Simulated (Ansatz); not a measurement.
# P2C2O: the cost of one run

Method: DFT PBE+D3(BJ), scalar-relativistic, plane waves, PAW, in Ansatz 0.2.0.

1 further run of the same task is left out (set aside as unsound or not needed).

## (1) The starting structure

The structure is tetragonal, space group I4/mmm (No. 139). The conventional cell has a = 3.821 Å, b = 3.821 Å, c = 5.998 Å, α = 90.00°, β = 90.00°, γ = 90.00°. P (site symmetry 4mm) is surrounded by 1 O at 1.74 Å and 4 C at 1.93 Å. C (site symmetry -4m2) is surrounded by 4 P at 1.93 Å. O (site symmetry 4/mmm) is surrounded by 2 P at 1.74 Å.

Coordinates:

```
CELL_PARAMETERS angstrom
-1.91044 1.91044 2.99891
1.91044 -1.91044 2.99891
1.91044 1.91044 -2.99891
ATOMIC_POSITIONS crystal
P 0.71046 0.71046 0.00000
P 0.28954 0.28954 0.00000
C 0.75000 0.25000 0.50000
C 0.25000 0.75000 0.50000
O 0.00000 0.00000 0.00000
```

The cell was relaxed beforehand at this level, from a database cell with other species swapped in; it needn't be the stable form of this composition. At a tolerance of 0.05 Å it has space group I4/mmm (No. 139); it has 8.76 Å³/atom, an uncorrected energy of +0.78 eV/atom over the elements.

## (2) Bands, states and charges

The input, input.yaml:

```yaml
crystal:
  lattice:
    - [-1.9104360505, 1.9104360505, 2.9989068145]
    - [1.9104360505, -1.9104360505, 2.9989068145]
    - [1.9104360505, 1.9104360505, -2.9989068145]
  atoms:
    - { symbol: P, position: [0.7104626608, 0.7104626608, 0.0] }
    - { symbol: P, position: [0.2895373392, 0.2895373392, 0.0] }
    - { symbol: C, position: [0.75, 0.25, 0.5] }
    - { symbol: C, position: [0.25, 0.75, 0.5] }
    - { symbol: O, position: [0.0, 0.0, 0.0] }
basis:
  ecutwfc: 420
kpoints:
  mp_grid: { grid: [14, 14, 14] }
  band_path:
    path:
      - [[0.0, 0.0, 0.0], [0.0, 0.0, 0.5], [0.25, 0.25, 0.25], [0.0, 0.5, 0.0], [0.0, 0.0, 0.0], [0.5, 0.5, -0.5], [0.35145631, 0.64854369, -0.35145631]]
      - [[-0.35145631, 0.35145631, 0.35145631], [0.0, 0.0, 0.0]]
      - [[0.0, 0.0, 0.5], [-0.20291263, 0.20291263, 0.5]]
      - [[0.5, 0.5, -0.20291263], [0.5, 0.5, -0.5]]
    npoints: 14
hamiltonian:
  xc: pbe
  dispersion: d3bj
scf:
  occupations: { method: gaussian, width: 0.1 }
  n_extra_bands: 12
output:
  forces: true
  stress: true
  eigenvalues: true
  populations: true
  dos: { projected: true, de: 0.02, nscf_kmesh: { grid: [17, 17, 17] } }
  bader: true
```

Command:

```
$ ansatz run input.yaml --threads 1 --pin off --max-ram 2560MiB --backend cpu --events-out ev --progress --plain --runs-dir out
```

Q: Estimate wall time and peak memory on 1 thread of Arm Neoverse N1, shared host.

About 2.1 min, with a peak of 0.51 GiB.
